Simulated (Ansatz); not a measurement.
HfIn4SiO6:

```xyz
12
Lattice="5.2774 0.0000 0.0000 -2.6387 4.5704 0.0000 0.0000 0.0000 10.5590" Properties=species:S:1:pos:R:3 pbc="T T T"
Hf    0.0000    0.0000    0.0000
In    0.0000    3.0469    3.2148
In    0.0000    3.0469    7.3442
In    2.6387    1.5234    8.3331
In    2.6387    1.5234    2.2260
Si    0.0000    3.0469    0.0000
O     0.6361    1.6984    9.5002
O     1.4859    3.1703    1.0589
O     0.8498    4.2720    9.5002
O    -0.6360    1.6984    1.0589
O    -1.4858    3.1703    9.5002
O    -0.8498    4.2720    1.0589
```

The cell was built by a generator and needn't be a form met in nature.

| Property | Result |
| --- | --- |
| Program | Ansatz 0.2.0 |
| Task | relaxation of cell and atoms |
| Functional | r2SCAN |
| Dispersion | rVV10 |
| Potentials or basis | Ansatz PAW |
| Cutoff | 500 eV (not typed: the program's choice for these potentials) |
| k mesh | 4 × 4 × 2 |
| Occupations | fermi-dirac, width 0.05 eV |
| Spin | no spin polarisation |

At the start: volume 21.22 Å³/atom.

**Question.** Where does the relaxation end?

**Answer.** It ends after 9 steps and the volume is 18.98 Å³/atom (-10.6 %); space group P312 (No. 149, to 0.05 Å).

Step by step:
```tsv
step	energy change (eV)	largest force (eV/Å)	volume (Å³)
1	0.0000	0.3188	254.68
2	-0.1292	0.4142	239.46
3	-0.2041	0.1292	232.69
4	-0.2229	0.0697	230.24
5	-0.2281	0.0350	226.13
6	-0.2275	0.0867	228.57
7	-0.2291	0.0145	227.94
8	-0.2292	0.0085	227.76
9	-0.2212	0.0089	227.76
```

Final structure:
```
Hf In Si O
1.0
     5.14945    0.00000    0.00000
    -2.57473    4.45955    0.00000
     0.00000    0.00000    9.91817
Hf In Si O
1 4 1 6
Cartesian
  0.0000 0.0000 0.0000
  0.0000 2.9730 3.2034
  0.0000 2.9730 6.7148
  2.5747 1.4865 7.6852
  2.5747 1.4865 2.2329
  0.0000 2.9730 0.0000
  0.6594 1.6624 8.8713
  1.4648 3.0573 1.0469
  0.8054 4.1994 8.8713
  -0.6594 1.6624 1.0469
  -1.4648 3.0573 8.8713
  -0.8054 4.1994 1.0469
```

Caveat: the plane-wave basis is chosen anew once the cell has moved, so the energies of steps on either side of that aren't comparable; the PAW data sets come from PBE, with cores solved anew for the run's functional, which leaves a small shift of forces and pressure.
